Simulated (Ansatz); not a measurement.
**K+ with Si₂H₆: structure and interaction energy**

One table from this session's results is given with a row withheld; the runs are named, their logs left out.

Program: Ansatz 0.2.0, Gaussian basis. Level of theory: PBE0-D4 structure, single points in def2-TZVPPD. These are calculated values, not measurements.

Levels: PBE-D4, revPBE-D4, BLYP-D4, r2SCAN-D4, B97M-V, PBE0-D4, B3LYP-D4, HSE06-D4, wB97X-V, wB97M-V, B2PLYP, Hartree-Fock, MP2, CCSD, CCSD(T). The reference is CCSD(T) extrapolated to the basis limit. For elements past Ar these valence bases correlate outer-core shells poorly and lack relativity, so that limit is rough.

Correlated methods freeze the cores. The outer core shell of Li, Na, Mg and K is correlated. B3LYP uses VWN-RPA correlation. B2PLYP carries no dispersion term here.

163 further runs of the same task are left out: 163 set aside as unsound or not needed. Runs told in other sessions of the task aren't counted.

## The starting structure

The pair, from a GFN2-xTB docking trial: 9 atoms, charge 1, spin multiplicity 1.

Atoms are counted from 1 here; the program's logs count them from 0.

Bond lengths: Si2–Si3 2.331 Å, Si2–H4 1.464 Å, Si2–H5 1.463 Å, Si2–H6 1.461 Å, Si3–H7 1.477 Å, Si3–H8 1.515 Å, Si3–H9 1.464 Å. Angles: Si3–Si2–H4 107.3°, Si3–Si2–H5 108.4°, Si3–Si2–H6 108.2°, H4–Si2–H5 110.4°, H4–Si2–H6 111.0°, H5–Si2–H6 111.4°, Si2–Si3–H7 113.9°, Si2–Si3–H8 110.8°, Si2–Si3–H9 117.1°, H7–Si3–H8 103.1°, H7–Si3–H9 106.0°, H8–Si3–H9 104.6°.

As a file:

```
atom    x (Å)    y (Å)    z (Å)
  K1   0.0421   0.0022  -4.5311
 Si2  -0.3471  -0.3387   1.6898
 Si3   0.3407   0.3418  -0.4304
  H4  -1.7628  -0.7003   1.5927
  H5   0.4511  -1.5002   2.0824
  H6  -0.1533   0.7768   2.6130
  H7  -0.4490   1.4587  -0.9869
  H8   0.1331  -0.7637  -1.4449
  H9   1.7452   0.7235  -0.5846
```

Atoms 1 to 1 are fragment A (K+), the rest fragment B (Si₂H₆).

The first run:

Input file pre/in.yaml:

```yaml
crystal:
  periodic: [false, false, false]
  atoms:
    - {symbol: K, position_ang: [0.042100, 0.002200, -4.531100]}
    - {symbol: Si, position_ang: [-0.347100, -0.338700, 1.689800]}
    - {symbol: Si, position_ang: [0.340700, 0.341800, -0.430400]}
    - {symbol: H, position_ang: [-1.762800, -0.700300, 1.592700]}
    - {symbol: H, position_ang: [0.451100, -1.500200, 2.082400]}
    - {symbol: H, position_ang: [-0.153300, 0.776800, 2.613000]}
    - {symbol: H, position_ang: [-0.449000, 1.458700, -0.986900]}
    - {symbol: H, position_ang: [0.133100, -0.763700, -1.444900]}
    - {symbol: H, position_ang: [1.745200, 0.723500, -0.584600]}
basis:
  gaussian: {orbitals: def2-SVP}
total_charge: 1
hamiltonian: {xc: pbe, dispersion: d4}
relax: {f_tol: 0.03, max_steps: 250}
```

Started as:

```console
ansatz run in.yaml --threads 4 --pin off --events-out ev --progress --plain --max-ram 9574MiB
```

Among the steps run: A first relaxation in a small basis; Relaxation at PBE0-D4; wB97X-V/def2-TZVPPD; wB97M-V/def2-TZVPPD; B2PLYP/def2-TZVPPD; B97M-V/def2-TZVPPD; CCSD(T)/def2-TZVPPD; MP2/def2-QZVPPD; Hartree-Fock/STO-3G; SPW92/def2-SVP; wB97M-V/def2-SVP; CCSD(T)/def2-SVP; Vibrations of the pair.

One table of the session follows, with a row left open; its other results are not shown here.

| method | interaction (kJ/mol) |
| --- | --- |
| PBE-D4 | -39.64 |
| revPBE-D4 | -44.43 |
| BLYP-D4 | -46.45 |
| r2SCAN-D4 | ? |
| B97M-V | -29.90 |
| PBE0-D4 | -37.75 |
| B3LYP-D4 | -43.77 |
| HSE06-D4 | -37.72 |
| wB97X-V | -29.68 |
| wB97M-V | -30.38 |
| B2PLYP | -28.37 |
| Hartree-Fock | -25.65 |
| MP2 | -28.67 |
| CCSD | -28.06 |
| CCSD(T) | -28.39 |
| CCSD(T)/CBS | -29.73 |

**Question.** Estimate the row for r2SCAN-D4.

As computed: interaction (kJ/mol): -31.25. In the column «interaction (kJ/mol)» it lies between HSE06-D4 (-37.72) and wB97M-V (-30.38).

To keep in mind: An imaginary mode remains, so this is not a true minimum.
